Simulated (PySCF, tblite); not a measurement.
**C6H10B radical: geometry, infrared bands and EPR parameters**

What infrared bands and EPR parameters should C6H10B radical (`C=C1[CH][C@@H](C)BC1`) show?

The runs use tblite 0.8.0 and PySCF 2.14.0, with density-fitted response routines of our own; the level of theory stands in each step. All values are computed, except where a source is named. Atoms are numbered from 0 throughout.

### 1 Starting geometry

17 atoms, charge 0, multiplicity 2; geometry from: force field or distance geometry start.

Bonds of the start (Å): C0–C1 1.34, C1–C2 1.48, C2–C3 1.53, C3–C4 1.53, C3–B5 1.59, B5–C6 1.58, C6–C1 1.50, C0–H7 1.08, C0–H8 1.08, C2–H9 1.11, C3–H10 1.11, C4–H11 1.11, C4–H12 1.11, C4–H13 1.12, B5–H14 1.18, C6–H15 1.12, C6–H16 1.11.

### 2 Relaxing the molecule with GFN2-xTB

What the job is given:

```
{"job": {"kind": "relax", "xc": "GFN2-xTB", "basis": "xTB"}, "charge": 0, "multiplicity": 2}
C      2.221100    -0.130200    -1.377700
C      1.183100    -0.005700    -0.536300
C     -0.077000     0.686100    -0.901400
C     -1.028200     0.602000     0.290100
C     -2.308600    -0.149900    -0.071300
B     -0.203800    -0.199400     1.391700
C      1.225300    -0.577600     0.848000
H      3.126400    -0.639600    -1.076200
H      2.156900     0.289500    -2.374900
H      0.118500     1.752100    -1.148400
H     -1.278400     1.605300     0.682900
H     -2.977200    -0.242100     0.808000
H     -2.084300    -1.164100    -0.456100
H     -2.846800     0.416900    -0.867700
H     -0.598300    -0.451900     2.477800
H      2.015300    -0.098800     1.474000
H      1.349100    -1.680600     0.827800
```

Started as:

```sh
> OMP_NUM_THREADS=1 python probes_run.py task.json out
```

One launch serves the whole session: the jobs run in the order shown.

**Question.** This job is followed by: GFN2-xTB harmonic vibrations, gas phase; UKS B3LYP, pcH-1 on B C H, non-relativistic, mean-field spin-orbit, GIAO. Predict these results of the whole session: strongest single infrared mode (GFN2-xTB); zero-point energy (GFN2-xTB); g(iso) (B3LYP); ⟨S²⟩; largest a(iso) (averaged by class); potential on the surface of density 0.002 e/bohr³, 1st and 99th percentile.

**Answer**, as computed:

| quantity | value |
| --- | --- |
| strongest single infrared mode (GFN2-xTB) | 2671 cm⁻¹, 146 km/mol |
| zero-point energy (GFN2-xTB) | 87.2 kcal/mol |
| g(iso) (B3LYP) | 2.00260 |
| ⟨S²⟩ | 0.776 (exact 0.75) |
| largest a(iso) (averaged by class) | 1H on H10, 86.9 MHz |
| potential on the surface of density 0.002 e/bohr³, 1st and 99th percentile | -0.72 V and 1.30 V |

**Reading.** Relaxing lowered the energy by 0.931 eV in 97 steps; the close pair that moved most is C1–C2, from 1.483 to 1.384 Å. No mode is imaginary among the 45: a minimum at this level. The strongest single mode, at 2671 cm⁻¹, moves mainly H14. GFN2-xTB is a fitted tight-binding method: band positions and strengths are rough. Its intensities can rank the bands wrongly. The largest spin populations lie on C0 (0.68 e), C2 (0.65 e). The isotropic g lies 0.3 ppt above the free-electron value. The conformer search found further structures of the same energy, which may be mirror or relabelled copies of this one.
